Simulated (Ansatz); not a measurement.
# CH₃BCl₂: one species, many methods

An exercise on one series of results from a longer session: the logs are not shown, and one member is left open.

The runs use Ansatz 0.2.0, Gaussian basis; functionals in def2-TZVPP, the program's frozen cores in correlated methods.

Levels to be run: LDA (SPW92), PBE-D4, revPBE-D4, BLYP-D4, r2SCAN-D4, B97M-V, PBE0-D4, B3LYP-D4, r2SCANh-D4, r2SCAN0-D4, HSE06-D4, BHLYP-D4, CAM-B3LYP-D4, LC-ωPBE, ωB97X-V, ωB97M-V, B2PLYP, PBE-QIDH; CCSD(T)/def2-SVP; CCSD(T)/def2-TZVPP; MP2/def2-QZVPP; extrapolation to the limit; RPA on PBE.

## The geometry

All runs share one geometry, relaxed beforehand with PBE0-D4 in a triple-zeta def2 set.

SMILES `ClBCCl`, 7 atoms, charge 0, spin multiplicity 1.

Atoms are counted from 1 here; the program's logs count them from 0.

Bond lengths: Cl1–B2 1.743 Å, B2–C3 1.562 Å, B2–H5 1.190 Å, C3–Cl4 1.803 Å, C3–H6 1.088 Å, C3–H7 1.088 Å. Angles: Cl1–B2–C3 120.2°, Cl1–B2–H5 118.1°, C3–B2–H5 121.6°, B2–C3–Cl4 96.5°, B2–C3–H6 115.9°, B2–C3–H7 116.8°, Cl4–C3–H6 107.2°, Cl4–C3–H7 107.6°, H6–C3–H7 111.1°.

Set-up of the first run:

File in.yaml:

```yaml
crystal:
  periodic: [false, false, false]
  atoms:
    - {symbol: Cl, position_ang: [-2.228660, 0.091235, 0.314713]}
    - {symbol: B, position_ang: [-0.668712, 0.303495, -0.432555]}
    - {symbol: C, position_ang: [0.636607, 0.009587, 0.373674]}
    - {symbol: Cl, position_ang: [0.919075, -1.642255, -0.292658]}
    - {symbol: H, position_ang: [-0.634786, 0.638782, -1.573783]}
    - {symbol: H, position_ang: [1.502544, 0.614636, 0.112330]}
    - {symbol: H, position_ang: [0.535233, -0.083479, 1.452479]}
basis:
  gaussian: {orbitals: def2-TZVPP}
hamiltonian: {xc: lda}
output: {orbitals: {seedname: orbitals}}
```

Run with:

```bash
$ ansatz run in.yaml --threads 2 --pin off --events-out ev --progress --plain --max-ram 4352MiB
```

Steps of the session up to this table: LDA; PBE-D4 (GGA); revPBE-D4 (GGA); BLYP-D4 (GGA); r2SCAN-D4 (meta-GGA); B97M-V (meta-GGA); PBE0-D4 (hybrid); B3LYP-D4 (hybrid); r2SCANh-D4 (hybrid); r2SCAN0-D4 (hybrid); HSE06-D4 (hybrid); BHLYP-D4 (hybrid); CAM-B3LYP-D4 (range-separated); LC-ωPBE (range-separated); ωB97X-V (range-separated); ωB97M-V (range-separated); B2PLYP (double hybrid); PBE-QIDH (double hybrid).

One of the session's tables, all rows but one given; the rest of the session is left out.

It belongs to the step «Frontier levels by functional». 

```
  functional  HOMO (eV)  LUMO (eV)  gap (eV)
 LDA (SPW92)          ?          ?         ?
      PBE-D4      -7.08      -2.60      4.48
   revPBE-D4      -7.03      -2.49      4.53
     BLYP-D4      -6.95      -2.43      4.52
   r2SCAN-D4      -7.38      -2.30      5.08
      B97M-V      -7.49      -2.27      5.22
     PBE0-D4      -8.44      -1.63      6.81
    B3LYP-D4      -8.20      -1.83      6.38
  r2SCANh-D4      -7.88      -1.96      5.93
  r2SCAN0-D4      -8.64      -1.44      7.20
    HSE06-D4      -8.03      -2.01      6.02
    BHLYP-D4      -9.70      -0.54      9.16
CAM-B3LYP-D4      -9.83      -0.49      9.33
     LC-ωPBE     -11.21       0.68     11.89
     ωB97X-V     -10.85       0.60     11.45
     ωB97M-V     -10.69       0.40     11.09
```

**Question.** Estimate the row for LDA (SPW92).

**Answer.** HOMO (eV): -7.20; LUMO (eV): -2.87; gap (eV): 4.32. In the column «HOMO (eV)» it lies between r2SCAN-D4 (-7.38) and PBE-D4 (-7.08).
